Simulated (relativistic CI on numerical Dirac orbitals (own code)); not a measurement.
# Os VII (Os⁶⁺): levels and lines

Aim: the low levels of Os⁶⁺, their labels and the strongest lines; further runs change one setting each. Configuration energies are shifted onto measured levels.

The numbers are computed with relativistic CI on numerical Dirac orbitals (own code) version 4 (Dirac-Coulomb-Breit CI, KLI orbitals optimised for each configuration, model QED (radiative potential, 1s self-energy scaled to tabulated hydrogen-like ionisation energies), valence Slater integrals scaled by 0.9, configuration energies shifted to the measured levels that pair with them (semi-empirical)), except any that are marked as measured or tabulated.

### Step 1. The atom as given

- ion: Os⁶⁺ (Os VII)
- nuclear charge: 76
- electrons: 70
- isotope: A = 192
- first configuration typed: [Xe] 4f14 5d2

Outer shells as boxes (Hund's rule):

first configuration typed
```
[Xe] core
4f [↑↓][↑↓][↑↓][↑↓][↑↓][↑↓][↑↓]
5d [↑ ][↑ ][  ][  ][  ]
```

### Step 2. CI with the chosen configurations

Settings of the run:

```ini
atom Os  Z=76  charge=6  electrons=70
nucleus A=192  rms_radius_fm=5.4126
hamiltonian dirac-coulomb  breit=on  qed=on  c_scale=1
orbitals kli  potential=per-configuration
slater_scale 0.9
correlation fit
mixing on
configurations
  [Xe] 4f14 5d2
  [Xe] 4f14 5d 6s
  [Xe] 4f14 5d 5f
  [Xe] 4f14 5d 6p
  [Kr] 4d10 4f14 5s2 5p5 5d3
  [Xe] 4f14 6s2
  [Xe] 4f14 5d 5g
  [Xe] 4f14 5f2
  [Xe] 4f14 5d 6d
  [Xe] 4f14 6s 6p
  [Xe] 4f14 5d 7s
  [Kr] 4d10 4f14 5s2 5p4 5d4
  [Xe] 4f14 5d 7p
  [Xe] 4f14 5g2
  [Xe] 4f14 5d 6f
  [Xe] 4f12 5d4
  [Xe] 4f14 6p2
  [Kr] 4d10 4f14 5s2 5p5 5d2 5f
  [Xe] 4f14 5d 7d
  [Xe] 4f13 5d3
  [Xe] 4f14 5f 6s
  [Kr] 4d10 4f14 5s 5p6 5d3
  [Xe] 4f14 5d 7f
  [Kr] 4d10 4f14 5s2 5p5 5d2 5g
  [Kr] 4d10 4f14 5s2 5p5 5d2 6s
  [Xe] 4f14 5f 6p
  [Xe] 4f13 5d2 6s
  [Xe] 4f14 5g 6s
  [Xe] 4f14 5f 5g
  [Kr] 4d10 4f14 5s 5p6 5d2 5f
end
```

Run with:

```console
$ python run_levels.py task.json out
```

The settings of every run stand in task.json; they run in order.

### Step 4. Slater integrals scaled by 0.8

The settings differ from step 2 so:

```diff
@@ -4,3 +4,3 @@
 orbitals kli  potential=per-configuration
-slater_scale 0.9
+slater_scale 0.8
 correlation fit
```

### Step 5. Slater integrals scaled by 1

The settings differ from step 4 so:

```diff
@@ -4,3 +4,3 @@
 orbitals kli  potential=per-configuration
-slater_scale 0.8
+slater_scale 1
 correlation fit
```

(Steps that only read results are left out.)

What does the calculation give? Wanted: lowest level; first excitation; lowest level of the other parity; fastest E1 line; mean error of paired levels.

The runs gave:

| run | time | mean size of shift, levels followed (cm⁻¹) | lowest level | mean error to measured (cm⁻¹) |
| --- | --- | --- | --- | --- |
| main run | 8.8 s | 0 | 5d2 3F2 | 590 |
| Slater integrals scaled by 0.8 | 12 s | 884 | 5d2 3F2 | - |
| Slater integrals scaled by 1 | 16 s | 907 | 5d2 3F2 | 577 |

| quantity | value |
| --- | --- |
| lowest level | 5d2 3F2 |
| first excitation | 5d2 3F3, 9906.4 cm⁻¹ |
| lowest level of the other parity | 5d 6p [5d3/2 6p1/2] J=2°, 206275 cm⁻¹ |
| levels in the model | 4429 |
| fastest E1 line (by rate) to the lowest level among the lowest 400 of 4429 levels | 19.98 nm, from 5p5 5d2 6s 5P°3 + 4f13 5s2 5p6 5d3 1F° |
| mean error of paired levels | 590 cm⁻¹ over 10 |

**Reading.** 5d2 3F2 comes out lowest; its LS label holds 86 % and its jj label 92 %; over the low levels the means are 82 and 89 %, so they are in intermediate coupling. Of the changes tried, the run «Slater integrals scaled by 1» moves the low levels most, by 907 cm⁻¹ on average. No change brings the levels clearly nearer the measured ones. This rung is semi-empirical: its configuration shifts come from the measured levels. Lifetimes count radiative decay inside the model alone.
